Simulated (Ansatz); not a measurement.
**GeH₄OS: a reaction path by the nudged elastic band**

What path joins these two structures, and how high does it climb? Both ends were relaxed at PBE0-D4 in triple zeta.

The runs use Ansatz 0.2.0, Gaussian basis; PBE0-D4/def2-SVP.

17 further runs of the same task are left out: 1 that didn't finish, 16 set aside as unsound or not needed.

### Step 1. Where the work starts

The first end: 7 atoms, charge 0, spin multiplicity 1.

Atoms are counted from 1 here; the program's logs count them from 0.

Bond lengths: Ge1–S2 2.219 Å, Ge1–O3 1.777 Å, Ge1–H5 1.537 Å, Ge1–H6 1.530 Å, S2–H7 1.343 Å, O3–H4 0.960 Å. Angles: S2–Ge1–O3 110.7°, S2–Ge1–H5 104.7°, S2–Ge1–H6 112.3°, O3–Ge1–H5 111.4°, O3–Ge1–H6 103.8°, H5–Ge1–H6 114.1°, Ge1–S2–H7 94.0°, Ge1–O3–H4 112.1°.

Coordinates:

| atom | x (Å) | y (Å) | z (Å) |
| --- | --- | --- | --- |
| Ge1 | -0.1263 | 0.2495 | 0.5194 |
| S2 | 1.7501 | 0.2221 | -0.6653 |
| O3 | -1.4781 | -0.4076 | -0.4280 |
| H4 | -1.5393 | -0.0056 | -1.2982 |
| H5 | -0.3502 | 1.7310 | 0.8627 |
| H6 | -0.0565 | -0.6704 | 1.7404 |
| H7 | 1.8005 | -1.1188 | -0.7310 |

The second end:

```mol
GeH4OS
  3D, bonds by distance, orders not assigned

  7  6  0  0  0  0  0  0  0  0999 V2000
   -0.6457    0.2353    0.8634 Ge  0  0
    1.3514   -0.0355   -0.9225 S   0  0
   -1.8206   -0.5612    0.0306 O   0  0
    0.4530    0.3193   -1.8581 H   0  0
   -0.5127    1.7771    0.8945 H   0  0
    0.1821   -0.4064    2.0031 H   0  0
    0.9926   -1.3285   -1.0110 H   0  0
  1  2  8  0
  1  3  8  0
  1  5  8  0
  1  6  8  0
  2  4  8  0
  2  7  8  0
M  END
```

### Step 2. The band at PBE0-D4/def2-SVP

Input file neb/in.yaml:

```yaml
crystal:
  periodic: [false, false, false]
  atoms:
    - {symbol: Ge, position_ang: [-0.126280, 0.249495, 0.519357]}
    - {symbol: S, position_ang: [1.750079, 0.222121, -0.665326]}
    - {symbol: O, position_ang: [-1.478086, -0.407588, -0.428005]}
    - {symbol: H, position_ang: [-1.539319, -0.005634, -1.298192]}
    - {symbol: H, position_ang: [-0.350226, 1.730957, 0.862704]}
    - {symbol: H, position_ang: [-0.056526, -0.670428, 1.740431]}
    - {symbol: H, position_ang: [1.800457, -1.118823, -0.730970]}
basis:
  gaussian: {orbitals: def2-SVP}
hamiltonian: {xc: pbe0, dispersion: d4}
neb:
  images: 5
  climbing: true
  max_iterations: 40
  initial_path: idpp
  final_atoms:
    - {symbol: Ge, position_ang: [-0.645710, 0.235295, 0.863383]}
    - {symbol: S, position_ang: [1.351444, -0.035524, -0.922522]}
    - {symbol: O, position_ang: [-1.820643, -0.561208, 0.030629]}
    - {symbol: H, position_ang: [0.453002, 0.319276, -1.858086]}
    - {symbol: H, position_ang: [-0.512682, 1.777109, 0.894490]}
    - {symbol: H, position_ang: [0.182054, -0.406388, 2.003110]}
    - {symbol: H, position_ang: [0.992635, -1.328459, -1.011005]}
```

Started as:

```bash
$ ansatz run in.yaml --threads 2 --pin off --events-out ev --progress --plain --max-ram 4352MiB
```

Q: Predict the outcome of this session. Wanted: from earlier runs: barrier over the separately found saddle, CCSD(T)/def2-TZVPP.

As calculated:

```
                                                                       quantity                                                   value
                                                PBE0-D4/def2-SVP, 14 iterations  highest 237.2 kJ/mol (image 4), last end +232.8 kJ/mol
from earlier runs: barrier over the separately found saddle, CCSD(T)/def2-TZVPP                                            246.0 kJ/mol
```

What this shows: The highest image lies 237.2 kJ/mol above the first end, and it climbed, so it estimates the saddle. The ends are not quite minima at this level (largest force component 0.25 eV/Å), so the heights are unreliable: relaxing the first end would lower it and raise the barrier above it. The highest image is 8.8 kJ/mol below the CCSD(T) barrier in triple zeta, which comes from separate runs on the saddle.
